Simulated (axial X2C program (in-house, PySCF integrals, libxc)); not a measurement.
# RuN: from the state search to constants, part 2 of 2

Computed with an in-house X2C program for linear molecules on PySCF integrals; all-electron X2C, Ru dyall-cv3z, N dyall-av3z.

## (9) PBE0, 2c

State followed: Ω = 1/2 (excess of +ω over −ω: ω = 1/2). The scan is laid around 1.543 Å, a first estimate of the minimum, and this SCF restarts from the orbitals of the search.

Output at 1.543 Å:

```text
two-component X2C + atomic mean field  PBE0
basis functions 207  fitting functions 961  grid points 5071
iter        total energy     max residual
   1      -4582.956759012     1.29e-05
   2      -4582.956759021     1.65e-05
   3      -4582.956759026     8.13e-06
   4      -4582.956759033     3.51e-06
   5      -4582.956759034     2.08e-06
converged
one-electron -6524.87588620  Coulomb 1979.70749446  exact exchange -34.68843756  xc functional -106.48855328  nuclear repulsion 105.62967010  atomic mean-field constant -2.24104655
```

Along the bond, energies from the lowest point:

| R (Å) | E (eV) | μ (D) | HOMO (eV) | LUMO (eV) | iterations |
| --- | --- | --- | --- | --- | --- |
| 1.342 | 2.0083 | -0.48 | -5.00 | -2.55 | 15 |
| 1.404 | 0.8465 | -0.94 | -5.12 | -2.66 | 17 |
| 1.450 | 0.3387 | -1.29 | -5.21 | -2.73 | 17 |
| 1.497 | 0.0735 | -1.63 | -5.28 | -2.80 | 17 |
| 1.543 | 0.0000 | -1.96 | -5.36 | -2.85 | 5 |
| 1.597 | 0.1005 | -2.35 | -5.44 | -2.90 | 18 |
| 1.651 | 0.3498 | -2.72 | -5.51 | -2.94 | 20 |
| 1.720 | 0.8143 | -3.13 | -5.61 | -2.98 | 24 |
| 1.805 | 1.4172 | -3.33 | -5.70 | -2.89 | 24 |
| 1.929 | 2.1314 | -3.54 | -5.43 | -2.78 | 19 |

Dipoles are positive if N is the positive end.

Outer spinors at the reference distance:

```
   ω  occupied  ε (eV)             atomic character     λ mixture
 1/2       yes  -21.30   57% N s, 22% Ru d, 9% Ru p        100% σ
-1/2       yes  -21.29   57% N s, 22% Ru d, 9% Ru p        100% σ
 1/2       yes  -11.03    46% N p, 38% Ru d, 9% N s   94% σ, 6% π
-1/2       yes  -10.83   47% Ru d, 45% N p, 2% Ru f  84% π, 16% σ
 3/2       yes  -10.74   48% Ru d, 46% N p, 2% Ru f        100% π
 1/2       yes  -10.71   48% N p, 45% Ru d, 2% Ru f   94% π, 6% σ
-3/2       yes  -10.67   48% N p, 45% Ru d, 2% Ru f        100% π
-1/2       yes  -10.65    48% N p, 37% Ru d, 8% N s  84% σ, 16% π
-3/2       yes   -6.93                     96% Ru d        100% δ
 5/2       yes   -6.68                     96% Ru d        100% δ
 3/2       yes   -6.58                     96% Ru d        100% δ
-5/2       yes   -6.32                     96% Ru d        100% δ
 1/2       yes   -5.36  52% Ru s, 22% N p, 11% Ru d        100% σ
-1/2        no   -2.85  53% Ru s, 20% N p, 11% Ru d   99% σ, 1% π
-1/2        no   -2.49  36% Ru d, 28% N p, 28% Ru p   99% π, 1% σ
 3/2        no   -2.36  37% Ru d, 28% N p, 28% Ru p        100% π
 1/2        no   -2.13  41% Ru d, 29% N p, 21% Ru p   98% π, 2% σ
```

PBE0 fields in the half plane through the axis: z from -2.4 to 3.9 Å across, distance from the axis 0.15 to 2.25 Å upwards; Ru lies at z = 0 and N at z = 1.543 Å; the ELF is damped to zero where the density is low.

log10 density (e/bohr³). Ten even steps from '0' (-5.49 ) to '9' (1.72 ):
```
2222333333333222211000
2223334444433332221100
2233344444444433322110
2333445555544444333211
2334455565555555443221
3334456676666665543321
3344556777666666544322
3344567898777876654322
```

ELF. Ten even steps from '0' (0.00 ) to '9' (0.93 ):
```
0001233322100000000000
0012333332110000000000
0123333332111111000000
1222222332223333210000
2221112343236666542000
2321013675248888874100
3311126757468789986200
3311158262765719997300
```

Re = 1.541 Å, ωe = 1242 cm⁻¹, Be = 0.5766 cm⁻¹, De = 4.50 eV, μ = -1.95 D.

## (10) HF, 2c

Output at 1.543 Å:

```text
two-component X2C + atomic mean field  HF
basis functions 207  fitting functions 961  grid points 5071
iter        total energy     max residual
   1      -4580.533518435     2.81e-01
   2      -4580.559279320     1.32e-02
   3      -4580.555433584     2.19e-02
   4      -4580.563094051     3.29e-03
   5      -4580.563508351     2.32e-03
   6      -4580.563716226     1.84e-03
   7      -4580.563953882     1.47e-03
   8      -4580.564177581     1.53e-03
   9      -4580.564222667     1.53e-03
  10      -4580.563869669     1.19e-03
  11      -4580.563518177     7.99e-04
  12      -4580.563506764     4.44e-04
  13      -4580.563528695     4.30e-04
  14      -4580.563558808     3.95e-04
  15      -4580.563583712     3.48e-04
  16      -4580.563591906     3.26e-04
  17      -4580.563603423     2.92e-04
  18      -4580.563617863     2.43e-04
  19      -4580.563631616     1.87e-04
  20      -4580.563645903     1.09e-04
  21      -4580.563651468     6.16e-05
  22      -4580.563653316     4.07e-05
  23      -4580.533518435     4.46e-01
  24      -4580.559262763     1.93e-02
  25      -4580.562203792     3.59e-02
  26      -4580.563275127     1.36e-02
  27      -4580.563683307     6.29e-03
  28      -4580.564087245     1.33e-02
  29      -4580.564631730     1.19e-02
  30      -4580.565240207     5.38e-03
  31      -4580.566434293     1.09e-02
  32      -4580.568177297     2.27e-02
  33      -4580.571223877     4.91e-02
  34      -4580.573075599     2.87e-02
  35      -4580.574909818     4.63e-03
  36      -4580.575569116     1.62e-03
  37      -4580.575708949     1.88e-03
  38      -4580.575836884     2.16e-03
  39      -4580.575914087     8.91e-04
  40      -4580.575946755     4.23e-04
  41      -4580.575955502     3.72e-04
  42      -4580.575959684     2.79e-04
  43      -4580.575963118     2.08e-04
  44      -4580.575965202     1.58e-04
  45      -4580.575966262     1.28e-04
  46      -4580.575966776     6.12e-05
  47      -4580.575967030     3.87e-05
  48      -4580.575967130     3.26e-05
  49      -4580.575967166     1.62e-05
  50      -4580.575967183     1.24e-05
  51      -4580.575967196     1.18e-05
  52      -4580.575967203     8.98e-06
  53      -4580.575967205     4.48e-06
  54      -4580.575967206     3.33e-06
  55      -4580.575967207     2.88e-06
converged
one-electron -6523.58748633  Coulomb 1978.56675129  exact exchange -138.94385572  xc functional 0.00000000  nuclear repulsion 105.62967010  atomic mean-field constant -2.24104655
```

No constants are quoted: the lowest point is the long end of the scan.

## (11) B3LYP, 2c

The SCF at the reference distance of 1.543 Å:

```text
two-component X2C + atomic mean field  B3LYP
basis functions 207  fitting functions 961  grid points 5071
iter        total energy     max residual
   1      -4583.411093874     5.50e-02
   2      -4583.411837257     7.36e-03
   3      -4583.396443553     3.32e-02
   4      -4583.412645065     1.31e-03
   5      -4583.412675140     5.96e-04
   6      -4583.412678723     2.51e-04
   7      -4583.412679474     8.92e-05
   8      -4583.412679709     3.52e-05
   9      -4583.412679892     1.44e-05
  10      -4583.412679907     3.60e-06
  11      -4583.412679908     9.75e-07
converged
one-electron -6524.73624416  Coulomb 1979.56094135  exact exchange -27.74710741  xc functional -113.87889323  nuclear repulsion 105.62967010  atomic mean-field constant -2.24104655
```

Re = 1.556 Å, ωe = 1207 cm⁻¹, Be = 0.5655 cm⁻¹, De = 4.78 eV, μ = -2.02 D.

## (12) Correlated methods, 2c

Correlated methods: 13 electrons correlated (frozen shells, counted by type: Ru 4 s, 3 p, 1 d; N 1 s), 289 virtual spinors in MP2, 110 natural virtuals in coupled cluster.

Output of the correlated part at 1.543 Å:

```text
correlated 13  virtual 289  natural virtual 110  E(MP2) -0.506758202  MP2 remainder -0.021354762
iter   CCSD correlation   residual
   1     -0.425013564   2.91e-01
   2     -0.456784730   1.66e-01
   3     -0.475214406   7.79e-02
   4     -0.483581957   4.17e-02
   5     -0.487948709   2.04e-02
   6     -0.488449018   7.21e-03
   7     -0.488782765   3.36e-03
   8     -0.488863067   1.59e-03
   9     -0.488851063   1.02e-03
  10     -0.488899262   7.04e-04
  11     -0.488872502   5.10e-04
  12     -0.488886195   3.19e-04
  13     -0.488877833   1.86e-04
  14     -0.488873441   1.14e-04
  15     -0.488873947   6.69e-05
  16     -0.488872472   4.64e-05
  17     -0.488871496   3.18e-05
  18     -0.488871715   2.10e-05
  19     -0.488871117   1.26e-05
  20     -0.488871710   7.00e-06
  21     -0.488871654   4.39e-06
  22     -0.488871767   3.26e-06
  23     -0.488871870   2.43e-06
  24     -0.488871837   1.66e-06
  25     -0.488871828   1.07e-06
(T) -0.031478125  T1 0.1277  D1 0.2335  max T2 0.075
```

MP2: No constants are quoted: the reference is strongly spin-contaminated.

CCSD: Re = 1.537 Å, ωe = 1253 cm⁻¹, Be = 0.5795 cm⁻¹, De = 3.71 eV. T1 at Re = 0.088 (Lee–Taylor, the printed value over √2).

CCSD(T): No constants are quoted: the points don't follow one smooth fit.

## (13) A higher determinant, 2c

State: Ω = 5/2 (excess of +ω over −ω: ω = 5/2).

Output at the reference distance:

```text
two-component X2C + atomic mean field  PBE0
basis functions 207  fitting functions 961  grid points 5071
iter        total energy     max residual
   1      -4582.926362600     1.01e-05
   2      -4582.926362609     1.70e-05
   3      -4582.926362614     6.38e-06
   4      -4582.926362622     4.50e-06
   5      -4582.926362626     2.74e-06
   6      -4582.926362626     2.20e-06
converged
one-electron -6523.76162478  Coulomb 1978.64184792  exact exchange -34.70361436  xc functional -106.49159496  nuclear repulsion 105.62967010  atomic mean-field constant -2.24104655
```

| R (Å) | E above the lowest PBE0 point (eV) |
| --- | --- |
| 1.342 | 3.634 |
| 1.404 | 2.385 |
| 1.450 | 1.629 |
| 1.497 | 1.126 |
| 1.543 | 0.827 |
| 1.597 | 0.681 |
| 1.651 | 0.702 |
| 1.720 | 0.908 |
| 1.805 | 1.337 |

No constants are quoted: the dipole of the solution doesn't run smoothly along the scan, a sign that its character may change, so the fit is set aside.

## (14) The 2c curves together

Energy (eV) of the followed determinant, 2c, from each level's lowest point:

| R (Å) | PBE0 | HF | MP2 (spin-contaminated) | CCSD | CCSD(T) | B3LYP |
| --- | --- | --- | --- | --- | --- | --- |
| 1.342 | 2.008 | 2.168 | 2.035 | n/a | n/a | 2.242 |
| 1.404 | 0.846 | 1.267 | 0.620 | 0.847 | 0.890 | 1.004 |
| 1.450 | 0.339 | 0.943 | 0.000 | 0.320 | 0.314 | 0.441 |
| 1.497 | 0.074 | 0.783 | 0.503 | 0.062 | 0.053 | 0.123 |
| 1.543 | 0.000 | 0.642 | 1.347 | 0.000 | 0.000 | 0.000 |
| 1.597 | 0.101 | 0.483 | 2.133 | 0.111 | 0.104 | 0.046 |
| 1.651 | 0.350 | 0.342 | 2.708 | 0.366 | 0.347 | 0.245 |
| 1.720 | 0.814 | 0.198 | 3.231 | 0.817 | 0.808 | 0.657 |
| 1.805 | 1.417 | 0.080 | 3.684 | n/a | n/a | 1.276 |
| 1.929 | 2.131 | 0.000 | 4.186 | n/a | n/a | 2.067 |

The whole job took 9 min on 1 thread of Arm Neoverse N1, shared host; peak memory 1.1 GiB.

## (15) Results

What follows sums up all 2 parts.

Lowest determinant that the search found at its distance, spin-free: M_S = 1/2, Λ = 0 (beyond closed shells: σα).

Lowest determinant that the search found at its distance, 2c: Ω = 1/2 (excess of +ω over −ω: ω = 1/2).

```json
{"Hamiltonian": "spin-free", "level": "PBE0", "Re (Å)": "1.541", "ωe (cm⁻¹)": "1245", "De (eV)": "4.61", "μ (D)": "-1.94"}
{"Hamiltonian": "spin-free", "level": "B3LYP", "Re (Å)": "1.556", "ωe (cm⁻¹)": "1211", "De (eV)": "4.89", "μ (D)": "-2.00"}
{"Hamiltonian": "2c", "level": "PBE0", "Re (Å)": "1.541", "ωe (cm⁻¹)": "1242", "De (eV)": "4.50", "μ (D)": "-1.95"}
{"Hamiltonian": "2c", "level": "CCSD", "Re (Å)": "1.537", "ωe (cm⁻¹)": "1253", "De (eV)": "3.71", "μ (D)": "n/a"}
{"Hamiltonian": "2c", "level": "B3LYP", "Re (Å)": "1.556", "ωe (cm⁻¹)": "1207", "De (eV)": "4.78", "μ (D)": "-2.02"}
```

Dipoles are positive if N is the positive end. No constants: spin-free HF (the points don't follow one smooth fit); spin-free MP2 (the reference is strongly spin-contaminated); spin-free CCSD (the points don't follow one smooth fit); spin-free CCSD(T) (the points don't follow one smooth fit); 2c HF (the lowest point is the long end of the scan); 2c MP2 (the reference is strongly spin-contaminated); 2c CCSD(T) (the points don't follow one smooth fit).

Time per point (s) on 1 thread of Arm Neoverse N1, shared host (2c runs; CCSD comes with the CCSD(T) run); the times are rough: PBE0 1.8, B3LYP 1.9.

In words: At PBE0, going from spin-free to two-component changes Re by 0 mÅ, ωe by -0.3 %; the spin-free picture holds up (part of it comes from the scalar share of the two-electron terms). It costs about 1.6 times the time. De moves by -0.11 eV; both De rest on single-determinant atoms, which can miss part of an open shell's spin–orbit lowering.

De refers to Ru + N, each in the lowest determinant found, which need not be this curve's own limit. Each curve is one determinant whose occupation by symmetry is held fixed; it was picked as the lowest of a PBE0 search that is not exhaustive. Dissociation energies refer to the lowest single-determinant-based atoms at the same level and basis. Density functionals use the spin component along the axis (collinear). Coupled cluster ran in a truncated set of natural virtual spinors; the MP2 energy of the rest was added. The spin-free determinant is spin-contaminated at some levels. T1 at Re is 0.088 (Lee–Taylor), above the customary mark of 0.02.
